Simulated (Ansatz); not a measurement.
# Li2ZnO2: the cost of one run

Method: DFT PBE, scalar-relativistic, plane waves, PAW, in Ansatz 0.2.0.

**1. The structure to begin with**

Symmetry: P4/mmm, No. 123, tetragonal system. Conventional cell: a = 3.414 Å, b = 3.414 Å, c = 5.125 Å, α = 90.00°, β = 90.00°, γ = 90.00°. Around Li (site symmetry 4/mmm) lie 4 Li at 2.41 Å. Around Li (site symmetry 4/mmm) lie 2 O at 1.40 Å. Zn (site symmetry 4/mmm) is surrounded by 2 O at 1.17 Å. Around O (site symmetry 4mm) lie 1 Zn at 1.17 Å and 1 Li at 1.40 Å.

Coordinates:

```xyz
5
Lattice="3.4139 0.0000 0.0000 0.0000 3.4139 0.0000 0.0000 0.0000 5.1253" Properties=species:S:1:pos:R:3 pbc="T T T"
Li    0.0000    0.0000    0.0000
Li    1.7069    1.7069    0.0000
Zn    1.7069    1.7069    2.5626
O     1.7069    1.7069    1.3975
O     1.7069    1.7069    3.7278
```

Recipe of the guess: random cell by space group and Wyckoff sites (P4/mmm, No. 123). Its size is a rough estimate.

**2. The guess as it stands, on a coarse mesh**

Contents of input.yaml:

```yaml
crystal:
  lattice:
    - [3.41389522, 0.0, 0.0]
    - [0.0, 3.41389522, 0.0]
    - [0.0, 0.0, 5.12529634]
  atoms:
    - { symbol: Li, position: [0.0, 0.0, 0.0] }
    - { symbol: Li, position: [0.5, 0.5, 0.0] }
    - { symbol: Zn, position: [0.5, 0.5, 0.5] }
    - { symbol: O, position: [0.5, 0.5, 0.2726623] }
    - { symbol: O, position: [0.5, 0.5, 0.7273377] }
basis:
  ecutwfc: 420
kpoints:
  mp_grid: { grid: [6, 6, 4] }
hamiltonian:
  xc: pbe
scf:
  occupations: { method: gaussian, width: 0.1 }
  lower_state_search: "off"
output:
  forces: true
  stress: true
  eigenvalues: true
```

Started as:

```sh
ansatz run input.yaml --threads 1 --pin off --max-ram 2560MiB --backend cpu --events-out ev --progress --plain --runs-dir out
```

**Question.** How long does this run take on 1 thread of Intel Xeon 6975P-C (Granite Rapids), shared host, and how much memory does it need?

About 1.2 s, with a peak of 0.39 GiB.
